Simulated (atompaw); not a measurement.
# B: a PAW (atompaw) potential and its near relatives

One potential is built and tested. Then a few of its settings are changed, to learn what that costs or gains.

Program: atompaw 4.2.0.5. Reference atom: PBE, scalar-relativistic, spherical and spin-unpolarised. All values are calculated.

1 further run of the same task is left out (it didn't finish).

**1. Settings**

The settings as typed:

```json
{
 "element": "boron (B, Z = 5)",
 "type": "PAW",
 "frozen core": "none",
 "valence charge": "5",
 "reference configuration": "1s2 2s2 2p1",
 "partial waves": "1s (bound): rc 0.40 bohr; 2s (bound): rc 0.60 bohr; 2p (bound): rc 3.00 bohr; 2p channel at -0.09 Ry: rc 3.00 bohr; 3d channel at 0.5 Ry: rc 3.00 bohr; 3d channel at 1.35 Ry: rc 3.00 bohr",
 "local potential": "bessel scheme, radius 2.35 bohr",
 "core correction": "not asked for",
 "augmentation charge": "sinc compensation charge, radius 2.25 bohr; PAW radius 3.00 bohr; waves and projectors: custom polynom gramschmidtortho"
}
```

The outer shells as boxes (Hund's rule for the drawing; the calculation is spin-unpolarised):

```
1s [↑↓]
2s [↑↓]
2p [↑ ][  ][  ]
```

**2. The first potential**

File B.input:

```
B 5
GGA-PBE scalarrelativistic loggrid 1500 logderivrange -15 5 501
2 2 0 0 0 0
2 1 1
0 0 0
v
v
v
2
3.00 2.25 2.35 2.55
n
y
-0.09
n
y
0.5
y
1.35
n
custom polynom gramschmidtortho sinc
bessel
0.40
0.60
3.00
3.00
3.00
3.00
PWSCFOUT
UPFDX 0.0125d0 UPFXMIN -7.d0 UPFZMESH 5.d0
END
```

The run is started by

```
$ atompaw < B.input > B.log
```

Output in the file B (summary file):

```text
 Completed calculations for B (AE)

 Exchange-correlation type: GGA, Perdew-Burke-Ernzerhof

 Radial integration grid is logarithmic 
 r0 =   1.4561695E-03 h =   7.2808477E-03   n =      1500 rmax =   8.0000000E+01

 Scalar relativistic calculation

 AEatom converged in  22 iterations
   nz     =   5.00
   delta  =       1.504123320293E-17

 All Electron Orbital energies:         
  n  l      occupancy      energy
  1  0      2.0000000E+00 -1.3273129E+01
  2  0      2.0000000E+00 -6.9405349E-01
  2  1      1.0000000E+00 -2.6509610E-01

 Total energy
   Total                    :      -49.20639447742537

 ---
 Completed calculations for B (SC)

 Exchange-correlation type: GGA, Perdew-Burke-Ernzerhof

 Radial integration grid is logarithmic 
 r0 =   1.4561695E-03 h =   7.2808477E-03   n =      1500 rmax =   8.0000000E+01

 Scalar relativistic calculation

 SCatom converged in   1 iterations
   nz     =   5.00
   delta  =       2.723134621951E-17

 Valence Electron Orbital energies:         
  n  l      occupancy      energy
   1  0      2.0000000E+00 -1.3273129E+01
   2  0      2.0000000E+00 -6.9405349E-01
   2  1      1.0000000E+00 -2.6509610E-01

 Total energy
   Total                    :      -49.20639447679451
   Valence                  :      -49.20639447679464

 PAW parameters: 
       lmax =            2
         rc =    3.0197718083114879     
        irc =         1050
   rc_shape =    2.2564309096003878     
    rc_vloc =    2.3572530806719669     
    rc_core =    2.5539313071266898     
   Vloc: truncated form - Vps(r)=A.sin(qr)/r for r<rc
   Projector type: polynomial pseudization + Gram-Schmidt ortho.
   Sinc^2 compensation charge shape zeroed at   2.2564E+00

 Number of basis functions     6
 No.   n  nodes  l      Energy         Cp coeff         Occ
  1    1    0    0   -0.1327313E+02  0.1000000E+01  0.2000000E+01
  2    2    1    0   -0.6940535E+00  0.6755953E+00  0.2000000E+01
  3    2    0    1   -0.2650961E+00  0.1000000E+01  0.1000000E+01
  4  999    1    1   -0.9000000E-01 -0.1031388E-02  0.0000000E+00
  5  999    0    2    0.5000000E+00  0.1000000E+01  0.0000000E+00
  6  999    1    2    0.1350000E+01 -0.1844761E-01  0.0000000E+00

 Eigenvalues of overlap operator (in the basis of projectors):
    1        4.48414524E-02
    2        8.68487798E-01
    3        1.91014578E+00
    4        3.88992038E+00
    5        5.50067729E+00
    6        6.43125608E+00

 Orbital leakage outside PAW augmentation regions
   orb  is_core?  %out_of_sphere
   1 0    F           0.00
   2 0    F          11.38
   2 1    F          23.21

 Summary of PAW energies
   Total valence energy     :    -49.20639487739773
   Smooth energy            :     27.49561176836207
   One center               :    -76.70200664575979
   Smooth kinetic           :     32.49208295450489
   Vloc energy              :     -2.53713588381932
   Smooth exch-corr         :     -5.96820860622276
   One-center xc            :     -1.63014089303687
```

Wall time 0.61 s (1 thread, shared host).

All-electron and pseudo partial waves u(r) = r·R(r), from the program's wave files:

| r (bohr) | 2p AE | 2p PS |
| --- | --- | --- |
| 0.115 | 0.0347 | 0.0050 |
| 0.231 | 0.1085 | 0.0199 |
| 0.346 | 0.1931 | 0.0438 |
| 0.462 | 0.2769 | 0.0764 |
| 0.577 | 0.3525 | 0.1158 |
| 0.692 | 0.4182 | 0.1607 |
| 0.808 | 0.4740 | 0.2100 |
| 0.923 | 0.5204 | 0.2610 |
| 1.038 | 0.5579 | 0.3123 |
| 1.154 | 0.5866 | 0.3626 |
| 1.269 | 0.6068 | 0.4093 |
| 1.385 | 0.6197 | 0.4519 |
| 1.500 | 0.6261 | 0.4883 |
| 1.615 | 0.6270 | 0.5181 |
| 1.731 | 0.6232 | 0.5409 |
| 1.846 | 0.6157 | 0.5562 |
| 1.962 | 0.6049 | 0.5643 |
| 2.077 | 0.5917 | 0.5657 |
| 2.192 | 0.5766 | 0.5612 |
| 2.308 | 0.5599 | 0.5517 |
| 2.423 | 0.5422 | 0.5384 |
| 2.538 | 0.5237 | 0.5222 |
| 2.654 | 0.5046 | 0.5042 |
| 2.769 | 0.4854 | 0.4854 |
| 2.885 | 0.4660 | 0.4660 |
| 3.000 | 0.4470 | 0.4470 |

**3. Logarithmic derivatives**

Taken from the files of the generation run. The phase is arctan(r·u′/u) with u = r·R, unwrapped, with energies in Ry. A pole is an energy at which the radial function vanishes at the test radius. The pseudo phase is shifted by a multiple of π to meet the all-electron one at the reference energy. Levels narrower than the energy grid can be missing from the poles. The last column is the largest difference on the grid between −1 and +1 Ry.

| channel | radius (bohr) | reference (Ry) | poles AE | poles PS | window around the reference with phases within 0.05 rad (Ry) | largest difference near zero (rad) |
| --- | --- | --- | --- | --- | --- | --- |
| s | 3.02 | -0.69 | -0.39, 3.73 | -0.39, 4.04 | below 1.0 | 0.030 |
| p | 3.02 | -0.27 | 0.10, 3.53 | 0.10, 3.91 | below 1.4 | 0.003 |
| d | 3.02 | 0.50 | 2.27 | 2.27 | below 4.1 | 0.000 |

Phases (rad) along the scan:

| E (Ry) | s AE | s PS | p AE | p PS |
| --- | --- | --- | --- | --- |
| -15.00 | 1.484 | 1.484 | 1.485 | 1.485 |
| -14.04 | 1.481 | 1.481 | 1.482 | 1.482 |
| -13.08 | 1.478 | 1.478 | 1.479 | 1.479 |
| -12.12 | 1.474 | 1.474 | 1.475 | 1.475 |
| -11.16 | 1.470 | 1.470 | 1.471 | 1.471 |
| -10.20 | 1.465 | 1.465 | 1.466 | 1.466 |
| -9.24 | 1.459 | 1.459 | 1.461 | 1.461 |
| -8.28 | 1.452 | 1.452 | 1.454 | 1.454 |
| -7.32 | 1.444 | 1.444 | 1.447 | 1.447 |
| -6.36 | 1.435 | 1.435 | 1.437 | 1.438 |
| -5.40 | 1.422 | 1.422 | 1.426 | 1.426 |
| -4.44 | 1.404 | 1.404 | 1.410 | 1.410 |
| -3.48 | 1.379 | 1.379 | 1.387 | 1.388 |
| -2.52 | 1.334 | 1.334 | 1.351 | 1.351 |
| -1.56 | 1.212 | 1.213 | 1.277 | 1.277 |
| -0.60 | -1.336 | -1.336 | 0.841 | 0.841 |
| 0.36 | -1.856 | -1.848 | -1.717 | -1.717 |
| 1.32 | -2.844 | -2.673 | -2.447 | -2.413 |
| 2.28 | -4.451 | -4.396 | -4.436 | -4.393 |
| 3.24 | -4.660 | -4.632 | -4.676 | -4.643 |
| 4.20 | -4.755 | -4.725 | -4.787 | -4.736 |

**4. Plane-wave convergence, by spherical Bessel functions**

A separate test, outside the generator: the pseudo-atom's Hamiltonian at the reference potential is diagonalised in spherical Bessel functions j_l(qr) that vanish at 20 bohr, with q² up to the cutoff.

All-electron valence levels (Ry): 1s -13.2731, 2s -0.6941, 2p -0.2651. The lowest levels of each channel (Ry) by cutoff; the last column sums, over occupied levels, occupation times the distance from the level at 400 Ry. A positive value at high cutoff is not a bound level.

| cutoff (Ry) | s #1 | s #2 | p #1 | d #1 | f #1 | Σ f·Δε (mRy) |
| --- | --- | --- | --- | --- | --- | --- |
| 8 | -2.8524 | -0.1203 | -0.2649 | 0.0661 | 0.1129 | 21987.1 |
| 15 | -3.9475 | -0.1981 | -0.2651 | 0.0661 | 0.1129 | 19641.3 |
| 25 | -5.6707 | -0.3499 | -0.2651 | 0.0661 | 0.1129 | 15891.2 |
| 40 | -8.2209 | -0.5448 | -0.2651 | 0.0661 | 0.1129 | 10401.0 |
| 55 | -9.9110 | -0.6300 | -0.2651 | 0.0661 | 0.1129 | 6850.3 |
| 90 | -11.9126 | -0.6856 | -0.2651 | 0.0661 | 0.1129 | 2736.0 |
| 120 | -12.6182 | -0.6928 | -0.2651 | 0.0661 | 0.1129 | 1310.4 |
| 180 | -13.1373 | -0.6939 | -0.2651 | 0.0661 | 0.1129 | 270.0 |
| 260 | -13.2590 | -0.6940 | -0.2651 | 0.0661 | 0.1129 | 26.3 |
| 300 | -13.2694 | -0.6940 | -0.2651 | 0.0661 | 0.1129 | 5.6 |
| 400 | -13.2722 | -0.6940 | -0.2651 | 0.0661 | 0.1129 | 0.0 |

The sum stays within 10 mRy from 300 Ry and within 1 mRy only somewhere over 300 Ry. The sum leaves out empty levels, which can need more. Ghost test: no level below the all-electron spectrum of its channel (s, p, d, f tested).

**5. Now with waves 2p channel at 0.04 Ry: rc 3.00 bohr**

Edit B.input of step 2 so:

```diff
@@ -12,3 +12,3 @@
 y
--0.09
+0.04
 n
```

The run is started by

```
$ atompaw < B.input > B.log
```

The output, the file B (summary file):

```text
 Completed calculations for B (AE)

 Exchange-correlation type: GGA, Perdew-Burke-Ernzerhof

 Radial integration grid is logarithmic 
 r0 =   1.4561695E-03 h =   7.2808477E-03   n =      1500 rmax =   8.0000000E+01

 Scalar relativistic calculation

 AEatom converged in  22 iterations
   nz     =   5.00
   delta  =       1.504123320293E-17

[... all-electron levels as in step 2 ...]

 Total energy
   Total                    :      -49.20639447742537

 ---
 Completed calculations for B (SC)

 Exchange-correlation type: GGA, Perdew-Burke-Ernzerhof

 Radial integration grid is logarithmic 
 r0 =   1.4561695E-03 h =   7.2808477E-03   n =      1500 rmax =   8.0000000E+01

 Scalar relativistic calculation

 SCatom converged in   1 iterations
   nz     =   5.00
   delta  =       2.723134621951E-17

 Valence Electron Orbital energies:         
  n  l      occupancy      energy
   1  0      2.0000000E+00 -1.3273129E+01
   2  0      2.0000000E+00 -6.9405349E-01
   2  1      1.0000000E+00 -2.6509610E-01

 Total energy
   Total                    :      -49.20639447679451
   Valence                  :      -49.20639447679464

 PAW parameters: 
       lmax =            2
         rc =    3.0197718083114879     
        irc =         1050
   rc_shape =    2.2564309096003878     
    rc_vloc =    2.3572530806719669     
    rc_core =    2.5539313071266898     
   Vloc: truncated form - Vps(r)=A.sin(qr)/r for r<rc
   Projector type: polynomial pseudization + Gram-Schmidt ortho.
   Sinc^2 compensation charge shape zeroed at   2.2564E+00

 Number of basis functions     6
 No.   n  nodes  l      Energy         Cp coeff         Occ
  1    1    0    0   -0.1327313E+02  0.1000000E+01  0.2000000E+01
  2    2    1    0   -0.6940535E+00  0.6755953E+00  0.2000000E+01
  3    2    0    1   -0.2650961E+00  0.1000000E+01  0.1000000E+01
  4  999    1    1    0.4000000E-01 -0.3221946E-02  0.0000000E+00
  5  999    0    2    0.5000000E+00  0.1000000E+01  0.0000000E+00
  6  999    1    2    0.1350000E+01 -0.1844761E-01  0.0000000E+00

 Eigenvalues of overlap operator (in the basis of projectors):
    1        3.94644041E-03
    2        8.68487798E-01
    3        1.91014578E+00
    4        3.88992038E+00
    5        5.50067729E+00
    6        6.44424094E+00

 Orbital leakage outside PAW augmentation regions
   orb  is_core?  %out_of_sphere
   1 0    F           0.00
   2 0    F          11.38
   2 1    F          23.21

 Summary of PAW energies
   Total valence energy     :    -49.20639487739754
   Smooth energy            :     27.49561176836220
   One center               :    -76.70200664575974
   Smooth kinetic           :     32.49208295450489
   Vloc energy              :     -2.53713588381919
   Smooth exch-corr         :     -5.96820860622276
   One-center xc            :     -1.63014089303687
```

Run time: 0.6 s. Hardware: 1 thread, shared host.

Against the first potential, the loose cutoff stays at 300 Ry and there is no bound ghost.

**6. Now with waves 2p channel at 6.02 Ry: rc 3.00 bohr**

Edit B.input of step 5 so:

```diff
@@ -12,3 +12,3 @@
 y
-0.04
+6.02
 n
```

The run is started by

```
$ atompaw < B.input > B.log
```

Output in the file B (summary file):

```text
 Completed calculations for B (AE)

 Exchange-correlation type: GGA, Perdew-Burke-Ernzerhof

 Radial integration grid is logarithmic 
 r0 =   1.4561695E-03 h =   7.2808477E-03   n =      1500 rmax =   8.0000000E+01

 Scalar relativistic calculation

 AEatom converged in  22 iterations
   nz     =   5.00
   delta  =       1.504123320293E-17

[... all-electron levels as in step 2 ...]

 Total energy
   Total                    :      -49.20639447742537

 ---
 Completed calculations for B (SC)

 Exchange-correlation type: GGA, Perdew-Burke-Ernzerhof

 Radial integration grid is logarithmic 
 r0 =   1.4561695E-03 h =   7.2808477E-03   n =      1500 rmax =   8.0000000E+01

 Scalar relativistic calculation

 SCatom converged in   1 iterations
   nz     =   5.00
   delta  =       2.723134621951E-17

 Valence Electron Orbital energies:         
  n  l      occupancy      energy
   1  0      2.0000000E+00 -1.3273129E+01
   2  0      2.0000000E+00 -6.9405349E-01
   2  1      1.0000000E+00 -2.6509610E-01

 Total energy
   Total                    :      -49.20639447679451
   Valence                  :      -49.20639447679464

 PAW parameters: 
       lmax =            2
         rc =    3.0197718083114879     
        irc =         1050
   rc_shape =    2.2564309096003878     
    rc_vloc =    2.3572530806719669     
    rc_core =    2.5539313071266898     
   Vloc: truncated form - Vps(r)=A.sin(qr)/r for r<rc
   Projector type: polynomial pseudization + Gram-Schmidt ortho.
   Sinc^2 compensation charge shape zeroed at   2.2564E+00

 Number of basis functions     6
 No.   n  nodes  l      Energy         Cp coeff         Occ
  1    1    0    0   -0.1327313E+02  0.1000000E+01  0.2000000E+01
  2    2    1    0   -0.6940535E+00  0.6755953E+00  0.2000000E+01
  3    2    0    1   -0.2650961E+00  0.1000000E+01  0.1000000E+01
  4  999    1    1    0.6020000E+01  0.1076118E+00  0.0000000E+00
  5  999    0    2    0.5000000E+00  0.1000000E+01  0.0000000E+00
  6  999    1    2    0.1350000E+01 -0.1844761E-01  0.0000000E+00

 Eigenvalues of overlap operator (in the basis of projectors):
    1        3.62793190E-01
    2        8.68487798E-01
    3        1.78379829E+00
    4        1.91014578E+00
    5        3.88992038E+00
    6        5.50067729E+00

 Orbital leakage outside PAW augmentation regions
   orb  is_core?  %out_of_sphere
   1 0    F           0.00
   2 0    F          11.38
   2 1    F          23.21

 Summary of PAW energies
   Total valence energy     :    -49.20639487739748
   Smooth energy            :     27.49561176836226
   One center               :    -76.70200664575974
   Smooth kinetic           :     32.49208295450489
   Vloc energy              :     -2.53713588381913
   Smooth exch-corr         :     -5.96820860622276
   One-center xc            :     -1.63014089303687
```

Run time: 0.61 s. Hardware: 1 thread, shared host.

With this change the loose cutoff stays at 300 Ry, there is no bound ghost and the phase difference near zero goes from 0.03 to 0.24 rad.

**7. Comparison**

Cutoffs, loose and tight: the cutoffs (Ry, on a coarse ladder) from which the occupation-weighted sum of valence levels, in a spherical-Bessel basis at the reference potential, stays within 10 and 1 mRy of its value at 400 Ry; empty and scattering waves don't count. The number of plane waves in a given cell goes as the cutoff to the power 3/2; it is given for the loose cutoff, relative to the first potential. The phase difference is the largest within 1 Ry of zero, over the channels with partial waves.

| change | outcome | cutoff, loose | cutoff, tight | plane waves, relative | bound ghosts | phase difference near zero (rad) | lowest overlap eigenvalue (Bessel basis) |
| --- | --- | --- | --- | --- | --- | --- | --- |
| first potential | generated | 300 Ry | over 300 Ry | 1.00 | none | 0.030 | 0.947 |
| waves 2p channel at 0.04 Ry: rc 3.00 bohr | generated | 300 Ry | over 300 Ry | 1.00 | none | 0.030 | 0.946 |
| waves 2p channel at 6.02 Ry: rc 3.00 bohr | generated | 300 Ry | over 300 Ry | 1.00 | none | 0.235 | 0.328 |

**Reading.** 

The first potential by itself. The potential is very hard: the looser tolerance needs 300 Ry. The tighter tolerance needs over 300 Ry, and converged work needs a cutoff nearer that. The slowest occupied level is 1s: taken alone it needs over 300 Ry to come within 1 mRy, against 140 Ry for 2s. No bound ghost shows below the valence levels. Of the channels read, s scatters worst near zero energy, by up to 0.03 rad.
